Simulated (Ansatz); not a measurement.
**C₆H₁₆F₂N₂Sn: how energies converge with the basis set**

The task here is to estimate one member of a computed series from the others.

Program: Ansatz 0.2.0, Gaussian basis. Level of theory: one geometry, several basis sets. These are calculated values, not measurements.

Levels to be run: PBE0-D4/def2-SVP; ωB97M-V/def2-SVP; PBE0-D4/def2-QZVPP; ωB97M-V/def2-QZVPP; the functionals' def2-TZVPP values are taken from earlier runs.

**The relaxed structure**

The geometry comes from an earlier relaxation with PBE0-D4 in a triple-zeta def2 set; it is a stationary point, not always the lowest conformer. Sn takes the def2 core potential; no spin-orbit term is included.

SMILES `CC[N](C)[Sn]([F])([F])[N](C)CC`, 27 atoms, charge 0, spin multiplicity 1.

Atoms are counted from 1 here; the program's logs count them from 0.

Bond lengths: C1–C2 1.513 Å, C1–H12 1.091 Å, C1–H13 1.094 Å, C1–H14 1.097 Å, C2–N3 1.447 Å, C2–H15 1.102 Å, C2–H16 1.100 Å, N3–C4 1.448 Å, N3–Sn5 1.998 Å, C4–H17 1.097 Å, C4–H18 1.100 Å, C4–H19 1.091 Å, Sn5–F6 1.923 Å, Sn5–F7 1.913 Å, Sn5–N8 1.990 Å, N8–C9 1.446 Å, N8–C10 1.447 Å, C9–H20 1.101 Å and more. Angles: C2–C1–H12 110.6°, C2–C1–H13 111.3°, C2–C1–H14 111.6°, H12–C1–H13 107.9°, H12–C1–H14 106.5°, H13–C1–H14 108.8°, C1–C2–N3 112.8°, C1–C2–H15 109.3°, C1–C2–H16 109.3°, N3–C2–H15 111.1°, N3–C2–H16 107.9°, H15–C2–H16 106.2°, C2–N3–C4 113.6°, C2–N3–Sn5 119.0°, C4–N3–Sn5 118.6°, N3–C4–H17 109.6°, N3–C4–H18 112.8°, N3–C4–H19 110.7° and more.

Geometry (Å):

```
C    -0.77636    0.71694   -2.01254
C     0.66237    1.18284   -1.96435
N     1.30638    0.88204   -0.70358
C     2.66608    1.37214   -0.61644
Sn    0.20131    0.82307    0.96018
F    -0.77013    2.45531    1.25839
F     1.53373    0.79564    2.33283
N    -1.15325   -0.58279    1.34572
C    -2.55265   -0.23397    1.24159
C    -0.86838   -1.96021    1.00492
C     0.59891   -2.30155    1.14472
H    -1.20317    0.88991   -3.00183
H    -0.85512   -0.35188   -1.79442
H    -1.40327    1.27015   -1.30179
H     0.70351    2.26192   -2.18347
H     1.23200    0.68498   -2.76235
H     3.28181    0.88499   -1.38287
H     2.73840    2.45834   -0.77252
H     3.09733    1.13900    0.35770
H    -2.96345   -0.40466    0.23395
H    -3.13562   -0.84451    1.94184
H    -2.71030    0.81343    1.50198
H    -1.45757   -2.59696    1.67985
H    -1.21096   -2.20060   -0.01660
H     0.76635   -3.36296    0.95407
H     1.20942   -1.74998    0.41919
H     0.96072   -2.07103    2.14931
```

Set-up of the first run:

The input, in.yaml:

```yaml
crystal:
  periodic: [false, false, false]
  atoms:
    - {symbol: C, position_ang: [-0.776364, 0.716940, -2.012537]}
    - {symbol: C, position_ang: [0.662367, 1.182835, -1.964353]}
    - {symbol: N, position_ang: [1.306380, 0.882042, -0.703578]}
    - {symbol: C, position_ang: [2.666081, 1.372142, -0.616438]}
    - {symbol: Sn, position_ang: [0.201314, 0.823066, 0.960179]}
    - {symbol: F, position_ang: [-0.770128, 2.455311, 1.258389]}
    - {symbol: F, position_ang: [1.533730, 0.795638, 2.332831]}
    - {symbol: N, position_ang: [-1.153248, -0.582792, 1.345724]}
    - {symbol: C, position_ang: [-2.552645, -0.233974, 1.241592]}
    - {symbol: C, position_ang: [-0.868382, -1.960211, 1.004916]}
    - {symbol: C, position_ang: [0.598910, -2.301547, 1.144724]}
    - {symbol: H, position_ang: [-1.203167, 0.889906, -3.001825]}
    - {symbol: H, position_ang: [-0.855117, -0.351876, -1.794419]}
    - {symbol: H, position_ang: [-1.403271, 1.270153, -1.301787]}
    - {symbol: H, position_ang: [0.703506, 2.261924, -2.183473]}
    - {symbol: H, position_ang: [1.232000, 0.684975, -2.762346]}
    - {symbol: H, position_ang: [3.281810, 0.884994, -1.382870]}
    - {symbol: H, position_ang: [2.738400, 2.458340, -0.772519]}
    - {symbol: H, position_ang: [3.097334, 1.139004, 0.357704]}
    - {symbol: H, position_ang: [-2.963447, -0.404657, 0.233951]}
    - {symbol: H, position_ang: [-3.135619, -0.844512, 1.941836]}
    - {symbol: H, position_ang: [-2.710302, 0.813430, 1.501977]}
    - {symbol: H, position_ang: [-1.457571, -2.596961, 1.679845]}
    - {symbol: H, position_ang: [-1.210962, -2.200599, -0.016603]}
    - {symbol: H, position_ang: [0.766350, -3.362961, 0.954074]}
    - {symbol: H, position_ang: [1.209422, -1.749982, 0.419191]}
    - {symbol: H, position_ang: [0.960718, -2.071028, 2.149312]}
basis:
  gaussian: {orbitals: def2-SVP}
hamiltonian: {xc: pbe0, dispersion: d4}
output: {orbitals: {seedname: orbitals}}
```

Launch:

```
$ ansatz run in.yaml --threads 11 --pin off --events-out ev --progress --plain --max-ram 174080MiB --backend cpu
```

Among the steps run: PBE0-D4 in def2-SVP; ωB97M-V in def2-SVP; PBE0-D4 in def2-QZVPP; ωB97M-V in def2-QZVPP.

One of the session's tables, all rows but one given; the rest of the session is left out.

It belongs to the step «Density functionals: the series». 

```
functional       basis  HOMO (eV)
   PBE0-D4    def2-SVP      -6.59
   PBE0-D4  def2-TZVPP      -6.67
   PBE0-D4  def2-QZVPP      -6.69
   ωB97M-V    def2-SVP      -8.91
   ωB97M-V  def2-TZVPP      -8.99
   ωB97M-V  def2-QZVPP          ?
```

**Question.** Estimate the row for ωB97M-V, def2-QZVPP.

The run gave: HOMO (eV): -9.01. In the column «HOMO (eV)» it is the lowest.
